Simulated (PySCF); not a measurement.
# Cl3O2Re (Re(O)2(Cl)3): the cost of one run

Computed with PySCF 2.14.0. Level: several levels, as the steps say, no spin–orbit coupling.

**1. The starting structure**

6 atoms, charge 0, spin multiplicity 1.

Bond lengths: Re1–O2 1.693 Å, Re1–O3 1.693 Å, Re1–Cl4 2.317 Å, Re1–Cl5 2.333 Å, Re1–Cl6 2.316 Å. Angles: O2–Re1–O3 110.2°, O2–Re1–Cl4 93.9°, O2–Re1–Cl5 124.9°, O2–Re1–Cl6 94.0°, O3–Re1–Cl4 93.9°, O3–Re1–Cl5 124.9°, O3–Re1–Cl6 94.0°, Cl4–Re1–Cl5 83.1°, Cl4–Re1–Cl6 166.1°, Cl5–Re1–Cl6 83.1°.

Geometry (Å):

```xyz
6

Re    0.1368   -0.1735    0.0000
O     0.6298   -1.0080    1.3884
O     0.6298   -1.0080   -1.3884
Cl    1.9760    1.2353    0.0000
Cl   -1.0482    1.8366    0.0000
Cl   -1.9854   -1.0999    0.0000
```

Formal oxidation states: Re +7. An earlier session relaxed this geometry at r2SCAN, Re def2-SVP with ECP60, O def2-SVP, Cl def2-SVP (singlet, point group C2v).

At r2SCAN on the finer grid: E = -1608.843901 Eh, HOMO -8.00 eV, LUMO -6.13 eV, Mulliken charge on Re1 +1.03 e, largest force component 0.047 eV/Å. 

Levels to run: TPSS; TPSSh; revPBE; PBE; r2SCAN, TZVP; r2SCAN, x2c-SVP. Hardware: 2 threads of Arm Neoverse V1, shared host.

**2. TPSS**

The input, run.py (the lines that set the calculation):

```python
mol = gto.M(atom='''
Re     0.13683    -0.17354     0.00000
O      0.62983    -1.00805     1.38837
O      0.62983    -1.00805    -1.38837
Cl     1.97599     1.23527     0.00000
Cl    -1.04824     1.83658     0.00000
Cl    -1.98536    -1.09988     0.00000''',
    basis={'Re': 'def2-SVP', 'O': 'def2-SVP', 'Cl': 'def2-SVP'},
    ecp={'Re': 'def2-SVP'},
    charge=0, spin=0)
mf = dft.RKS(mol, xc='TPSS')
mf.grids.atom_grid = (75, 302)
mf = mf.density_fit()  # fitting sets: Re def2-universal-JKFIT, O def2-universal-JKFIT, Cl def2-universal-JKFIT
mf.conv_tol = 1e-08; mf.max_cycle = 55
mf.kernel(dm0)  # dm0: the density of the relaxed state
```

Launch:

```console
> OMP_NUM_THREADS=2 python run.py
```

**Question.** How long does this run take on 2 threads of Arm Neoverse V1, shared host?

About 8.4 s.
